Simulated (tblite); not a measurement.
# C4H5GaOSe2: the cost of one run

The runs use tblite 0.8.0 and PySCF 2.14.0, with density-fitted response routines of our own; the level of theory stands in each step. All values are computed, except where a source is named. Atoms are numbered from 0 throughout.

## 1. The molecule as given

13 atoms, charge 0, multiplicity 1; geometry from: force field or distance geometry start.

Bonds of the start (Å): Ga0–C1 2.15, C1–C2 1.34, C2–O3 1.33, O3–Se4 1.95, Se4–C5 1.90, C5–C6 1.36, C6–Se7 2.06, Se7–C1 2.03, Ga0–H8 1.36, Ga0–H9 1.67, C2–H10 1.06, C5–H11 1.07, C6–H12 1.06.

## 2. Relaxing the molecule with GFN2-xTB

Job settings and geometry (Å):

```
{"job": {"kind": "relax", "xc": "GFN2-xTB", "basis": "xTB"}, "charge": 0, "multiplicity": 1}
Ga     2.788300    -0.973000     0.823000
C      1.090200     0.260700     0.372800
C      1.079700     1.153400    -0.624700
O      0.123700     1.966400    -1.053700
Se    -1.641000     1.226900    -1.434600
C     -2.711600    -0.102300    -0.594600
C     -2.457500    -0.452700     0.697600
Se    -0.636300     0.152500     1.439500
H      3.964600    -0.325100     1.061600
H      3.054800    -2.505800     0.220500
H      1.980400     1.224800    -1.186400
H     -3.521500    -0.627300    -1.054000
H     -3.118200    -0.998000     1.315300
```

On the command line:

```sh
OMP_NUM_THREADS=1 python probes_run.py task.json out
```

This one command runs all jobs of the session in turn.

**Question.** How long does this first job take on 1 thread of Intel Xeon at 2.50GHz, shared host?

About 3.7 s.
